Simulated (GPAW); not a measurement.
# As2Se (I4_1/amd) in GPAW: further runs, part 2 of 2

GPAW 26.7.0.

## (3) Band structure, LDA

The input, run.py:

```python
from ase import Atoms
from ase.dft.bandgap import bandgap
from ase.io import write
from ase.units import GPa
from gpaw import GPAW, PW

atoms = Atoms(['Se', 'Se', 'As', 'As', 'As', 'As'],
              cell=[[-3.529418, 3.529418, 2.653571],
                    [3.529418, -3.529418, 2.653571],
                    [3.529418, 3.529418, -2.653571]],
              scaled_positions=[[0.25, 0.75, 0.5],
                                [0.5, 0.5, 0.0],
                                [0.875, 0.125, 0.25],
                                [0.875, 0.625, 0.75],
                                [0.375, 0.125, 0.25],
                                [0.875, 0.125, 0.75]],
              pbc=True)

calc = GPAW(mode=PW(600),
            xc='LDA',
            kpts={'size': (5, 5, 5), 'gamma': True},
            occupations={'name': 'fermi-dirac', 'width': 0.05},
            nbands=30,
            convergence={'density': 1e-05, 'energy': 1e-05},
            maxiter=150,
            txt='gpaw.txt')
atoms.calc = calc
energy = atoms.get_potential_energy()
forces = atoms.get_forces()
stress = atoms.get_stress()
calc.write('gs.gpw')
write('result.traj', atoms)
print(f'Energy: {energy:.6f} eV')
print('Forces (eV/A):')
print(forces.round(4))
print('Stress (GPa):', (stress / GPa).round(3))
print('Fermi level:', round(calc.get_fermi_level(), 4), 'eV')
print(f'Gap: {bandgap(calc)[0]:.4f} eV, direct: {bandgap(calc, direct=True)[0]:.4f} eV')

path = atoms.cell.bandpath('GXMGZPNZ1M,XP', npoints=60, eps=1e-4)
bs_calc = calc.fixed_density(kpts=path, symmetry='off', nbands=53,
                             convergence={'bands': 'CBM+6.0', 'eigenstates': 1e-6}, txt='bands.txt')
bs = bs_calc.band_structure()
bs.write('bs.json')
print(f'Gap on the path: {bandgap(bs_calc)[0]:.4f} eV')
```

Potentials or basis: the program's PAW data sets (release 1.2.1) made for this functional, pw.

Run with:

```bash
$ OMP_NUM_THREADS=1 python run.py
```

gpaw.txt:

```text
__  _  _
 | _ |_)|_||  |
 |__||  | ||/\| - 26.7.0

Input parameters:
  mode=PW(ecut=600.0),
  convergence={'density': 1e-05, 'energy': 1e-05},
  kpts=MonkhorstPack(size=(5, 5, 5), gamma=True),
  maxiter=150,
  nbands=30,
  occupations=Occupations(name='fermi-dirac', width=0.05),
  xc=XC(name='LDA')

Diagonalizing LCAO Hamiltonian
Converting LCAO to pw mode

          As   As As
            Se
             As
                    Se

Atoms  # Å, Bohr magnetons
|   | symbol |         x |        y |        z |    initial magnetic moments |
|---|--------|-----------|----------|----------|-----------------------------|
| 0 |     Se |  3.529418 | 0.000000 | 1.326785 | ( 0.0000,  0.0000,  0.0000) |
| 1 |     Se |  0.000000 | 0.000000 | 2.653571 | ( 0.0000,  0.0000,  0.0000) |
| 2 |     As | -1.764709 | 3.529418 | 1.990178 | ( 0.0000,  0.0000,  0.0000) |
| 3 |     As |  1.764709 | 3.529418 | 1.990178 | ( 0.0000,  0.0000,  0.0000) |
| 4 |     As | -0.000000 | 1.764709 | 0.663393 | ( 0.0000,  0.0000,  0.0000) |
| 5 |     As | -0.000000 | 5.294127 | 0.663393 | ( 0.0000,  0.0000,  0.0000) |

Unit cell  # Å
| periodic |         x |         y |         z |  lengths |     angles |
|----------|-----------|-----------|-----------|----------|------------|
|      yes | -3.529418 |  3.529418 |  2.653571 | 5.652877 | 102.729867 |
|      yes |  3.529418 | -3.529418 |  2.653571 | 5.652877 | 102.729867 |
|      yes |  3.529418 |  3.529418 | -2.653571 | 5.652877 | 124.006753 |

Number of symmetries: 8
Symmetry operations  # r_c * U_cc + t_c -> r_c
|   | kind |            matrix            |
|---|------|------------------------------|
| 0 |  σ   |  1, 1, 1,  0, 0,-1,  0,-1, 0 |
| 1 |  E   |  1, 0, 0,  0, 1, 0,  0, 0, 1 |
| 2 |  C2  |  0, 1, 0,  1, 0, 0, -1,-1,-1 |
| 3 |  S4  |  0, 0, 1, -1,-1,-1,  0, 1, 0 |
| 4 |  σ   |  0, 0,-1,  1, 1, 1, -1, 0, 0 |
| 5 |  C2  |  0,-1, 0, -1, 0, 0,  0, 0,-1 |
| 6 |  C2  | -1, 0, 0,  0,-1, 0,  1, 1, 1 |
| 7 |  S4  | -1,-1,-1,  0, 0, 1,  1, 0, 0 |

BZ-sampling:
  Number of BZ points: 125
  Number of IBZ points: 18

  Monkhorst-Pack size: [5, 5, 5]
  Monkhorst-Pack shift: [0, 0, 0]

K-points  # in reciprocal-cell coordinates
|     |                                coordinates |     weight |
|-----|--------------------------------------------|------------|
|   0 | (  0.00000000,   0.00000000,   0.00000000) | 0.00800000 |
|   1 | (  0.20000000,  -0.20000000,   0.00000000) | 0.03200000 |
|   2 | (  0.20000000,  -0.20000000,   0.20000000) | 0.03200000 |
|   3 | (  0.20000000,   0.00000000,   0.00000000) | 0.06400000 |
|   4 | (  0.20000000,   0.20000000,  -0.20000000) | 0.01600000 |
|   5 | (  0.40000000,  -0.40000000,   0.00000000) | 0.03200000 |
|   6 | (  0.40000000,  -0.40000000,   0.20000000) | 0.06400000 |
|   7 | (  0.40000000,  -0.40000000,   0.40000000) | 0.03200000 |
|   8 | (  0.40000000,  -0.20000000,   0.00000000) | 0.12800000 |
|   9 | (  0.40000000,  -0.20000000,   0.20000000) | 0.06400000 |
| ... |                                            |            |
|  17 | (  0.40000000,   0.40000000,   0.40000000) | 0.06400000 |

Plane wave coefficients: 4429
Cutoff: 600.0 eV

Spin-components: 1 (collinear spins)
Bands:           30
Projectors:      30
Spin-degeneracy: 2
Datatype:        complex128

Parallelization:
  kpt:    1
  domain: 1
  band:   1

Density:
  Valence electrons: 32.0
  Components: 1
  Grid points: [32 32 32]
  Charge: 0.0  # |e|

Potential:
  Grid points: [32 32 32]

species:
  Se:
    name:    Selenium
    Z:       34.0
    valence: 6
    core:    28
    charge:  0.0  # [|e|]
    compensation charges:
      type: gauss
      rc: 0.27  # [Å]
      lmax: 2
    cutoffs:
      filter: 1.77  # [Å]
      core: 2.67  # [Å]
    projectors
    | kind |    occ | energy [eV] | rcut [Å] |
    |------|--------|-------------|----------|
    |   4s |  2.000 |     -17.472 |    0.847 |
    |   4p |  4.000 |      -6.656 |    1.005 |
    |    s |        |       9.739 |    0.847 |
    |    p |        |      20.555 |    1.005 |
    |    d |        |       0.000 |    0.847 |

    Using partial waves for Se as LCAO basis

  As:
    name:    Arsenic
    Z:       33.0
    valence: 5
    core:    28
    charge:  0.0  # [|e|]
    compensation charges:
      type: gauss
      rc: 0.33  # [Å]
      lmax: 2
    cutoffs:
      filter: 1.87  # [Å]
      core: 2.96  # [Å]
    projectors
    | kind |    occ | energy [eV] | rcut [Å] |
    |------|--------|-------------|----------|
    |   4s |  2.000 |     -14.691 |    1.058 |
    |   4p |  3.000 |      -5.342 |    1.058 |
    |    s |        |      12.520 |    1.058 |
    |    p |        |      21.869 |    1.058 |
    |    d |        |       0.000 |    1.058 |

    Using partial waves for As as LCAO basis

Reference energy: -377713.978576  # eV

eigensolver:
  PPCG
  Converge bands: occupied
  niter=2

density mixing:
  MSR1-Mixer
  Pratt-step length: 0.05
  Maximum mixing coefficient: 0.75
  Old densities: 10
  SVD Regularization: 0.005
  Good broyden scale: 1.0
  Trust region scale: 1.0
  Backstep threshold: 4.0
  History deletion threshold: 6.0
  Fourier metric: weight=20.0, sigma=0.015

occupation numbers:
  Fermi-Dirac:
    width: 0.0500  # eV

poisson solver:
  ecut: 4800.0  # eV

xc functional:
  name: None

convergence criteria:
- Maximum integral of absolute [dens]ity change: 1e-05 electrons / valence electron
- Maximum [total energy] change in last 3 cyles: 1e-05 eV / valence electron
- Maximum integral of absolute [eigenst]ate change: 4e-08 eV^2 / valence electron
maximum number of iterations: 150

SCF iterations
|iter     | |      energy | eigst |  dens |
|---------|-|-------------|-------|-------|
|iter:   1| |  -29.695552 | -0.63 |       |
|iter:   2| |  -29.673793 | -2.67 | -1.26 |
|iter:   3| |  -29.574483 | -3.11 | -1.29 |
|iter:   4| |  -29.570239 | -4.28 | -1.82 |
|iter:   5| |  -29.569521 | -4.84 | -2.41 |
|iter:   6| |  -29.569512 | -5.82 | -3.07 |
|iter:   7| |  -29.569512c| -6.84 | -3.69 |
|iter:   8| |  -29.569510c| -7.57c| -3.94 |
|iter:   9| |  -29.569510c| -7.82c| -4.53 |
|iter:  10| |  -29.569510c| -8.58c| -5.47c|

Converged in 10 steps
Energy contributions relative to reference atoms: (reference = -377713.978576)

Energy contributions:
  Kinetic:          29.193086
  Coulomb:         -30.195810
  Zero:             -0.006991
  External:          0.000000
  Xc:              -28.555780
  Entropy:          -0.008031
  Spinorbit:         0.000000
  ----------------------------
  Free energy:     -29.573526
  Extrapolated:    -29.569510

dipole moment: (-38.655482, 12.590922, 9.798253)  # |e|*Ang

Fermi level: 6.210
Eigenvalues  # (at kpt = [0.000, 0.000, 0.000])
| band index |      eig [eV] | occ [0-2] |
|------------|---------------|-----------|
|          0 |        -8.854 |     2.000 |
|        ... |               |           |
|          8 |         1.868 |     2.000 |
|          9 |         2.164 |     2.000 |
|         10 |         2.164 |     2.000 |
|         11 |         3.379 |     2.000 |
|         12 |         3.379 |     2.000 |
|         13 |         3.571 |     2.000 |
[... 8 lines left out ...]
|         22 |        11.576 |     0.000 |
|         23 |        11.576 |     0.000 |
|        ... |               |           |
|         29 |        15.604 |     0.000 |

No gap
No difference between direct/indirect transitions

Forces  # eV/Ang
|        x |        y |        z |
|----------|----------|----------|
| -0.00000 |  0.00000 | -0.00000 |  # Se   0
|  0.00000 | -0.00000 |  0.00000 |  # Se   1
|  0.00002 |  0.00000 | -0.00000 |  # As   2
| -0.00002 | -0.00000 | -0.00000 |  # As   3
|  0.00000 |  0.00002 |  0.00000 |  # As   4
| -0.00000 | -0.00002 |  0.00000 |  # As   5

Stress tensor  # eV/Ang^3
|         x |         y |         z |
|-----------|-----------|-----------|
|  0.027399 |  0.000000 | -0.000000 |
|  0.000000 |  0.027399 | -0.000000 |
| -0.000000 | -0.000000 |  0.030738 |

# Writing to gs.gpw (mode='')
```

Wall time 81 s (1 thread of Intel Xeon 6975P-C (Granite Rapids), shared host); peak memory 0.56 GiB.

What came out:

| Quantity | Value |
| --- | --- |
| Free energy | -29.5735 eV |
| Pressure | -4.6 GPa |
| Band gap along the path | none (metal or under the smearing width) |

Stress tensor (GPa, compression positive):
```
-4.39  0.00  0.00
 0.00 -4.39  0.00
 0.00  0.00 -4.92
```

Levels at the corners of the path, in eV from the Fermi level:
```csv
point,band 12,band 13,band 14,band 15,band 16,band 17,band 18,band 19,band 20,band 21
Γ,-2.83,-2.83,-2.64,-2.64,-1.07,2.24,2.98,2.98,3.47,3.89
X,-2.21,-1.31,-1.31,-1.19,-1.19,-0.08,-0.08,1.82,1.82,3.72
M,-2.45,-0.69,-0.69,-0.33,-0.33,0.21,0.21,0.43,0.43,2.59
Γ,-2.83,-2.83,-2.64,-2.64,-1.07,2.24,2.98,2.98,3.47,3.89
Z,-1.36,-1.36,-0.95,-0.60,-0.60,0.62,0.69,0.69,1.02,1.39
P,-3.66,-1.34,-1.34,-1.32,-1.32,1.95,1.95,2.45,2.45,3.16
N,-2.45,-1.75,-1.38,-0.49,-0.05,0.17,0.42,1.43,2.55,2.96
Z1,-1.36,-1.36,-0.95,-0.60,-0.60,0.62,0.69,0.69,1.02,1.39
M,-2.45,-0.69,-0.69,-0.33,-0.33,0.21,0.21,0.43,0.43,2.59
X,-2.21,-1.31,-1.31,-1.19,-1.19,-0.08,-0.08,1.82,1.82,3.72
P,-3.66,-1.34,-1.34,-1.32,-1.32,1.95,1.95,2.45,2.45,3.16
```
